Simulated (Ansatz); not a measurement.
# BeS5: the cost of one run

Method: DFT PBE, scalar-relativistic, plane waves, PAW, in Ansatz 0.2.0.

### 1 Starting point

The structure is tetragonal, space group P4/mmm (No. 123). Conventional cell: a = 6.072 Å, b = 6.072 Å, c = 4.065 Å, α = 90.00°, β = 90.00°, γ = 90.00°. Around Be (site symmetry 4/mmm) lie 20 S at 3.77 to 4.29 Å and 2 Be at 4.06 Å. Around S (site symmetry m2m) lie 1 S at 1.86 Å. Around S (site symmetry 4/mmm) lie 8 S at 2.93 Å.

Coordinates:

```cif
data_structure
_symmetry_space_group_name_H-M 'P4/mmm'
_symmetry_Int_Tables_number 123
_cell_length_a 6.0719
_cell_length_b 6.0719
_cell_length_c 4.0649
_cell_angle_alpha 90.000
_cell_angle_beta 90.000
_cell_angle_gamma 90.000
_cell_volume 149.87
loop_
_atom_site_label
_atom_site_type_symbol
_atom_site_symmetry_multiplicity
_atom_site_Wyckoff_symbol
_atom_site_fract_x
_atom_site_fract_y
_atom_site_fract_z
_atom_site_occupancy
Be1 Be 1 b 0.00000 0.00000 0.50000 1
S1 S 4 n 0.84714 0.50000 0.00000 1
S2 S 1 d 0.50000 0.50000 0.50000 1
```

Recipe of the guess: random cell by space group and Wyckoff sites (P4/mmm, No. 123). The dimensions are guesses.

### 2 A first look at the guess

input.yaml reads:

```yaml
crystal:
  lattice:
    - [6.07189753, 0.0, 0.0]
    - [0.0, 6.07189753, 0.0]
    - [0.0, 0.0, 4.0649213]
  atoms:
    - { symbol: Be, position: [0.0, 0.0, 0.5] }
    - { symbol: S, position: [0.84713675, 0.5, 0.0] }
    - { symbol: S, position: [0.15286325, 0.5, 0.0] }
    - { symbol: S, position: [0.5, 0.15286325, 0.0] }
    - { symbol: S, position: [0.5, 0.84713675, 0.0] }
    - { symbol: S, position: [0.5, 0.5, 0.5] }
basis:
  ecutwfc: 420
kpoints:
  mp_grid: { grid: [4, 4, 4] }
hamiltonian:
  xc: pbe
scf:
  occupations: { method: gaussian, width: 0.1 }
  lower_state_search: "off"
output:
  forces: true
  stress: true
  eigenvalues: true
```

Started as:

```
> ansatz run input.yaml --threads 1 --pin off --max-ram 2560MiB --backend cpu --events-out ev --progress --plain --runs-dir out
```

**Question.** How long does this run take on 1 thread of Intel Xeon Platinum 8259CL at 2.50GHz (Skylake/Cascade Lake), shared host, and how much memory does it need?

About 4.3 s, with a peak of 0.43 GiB.
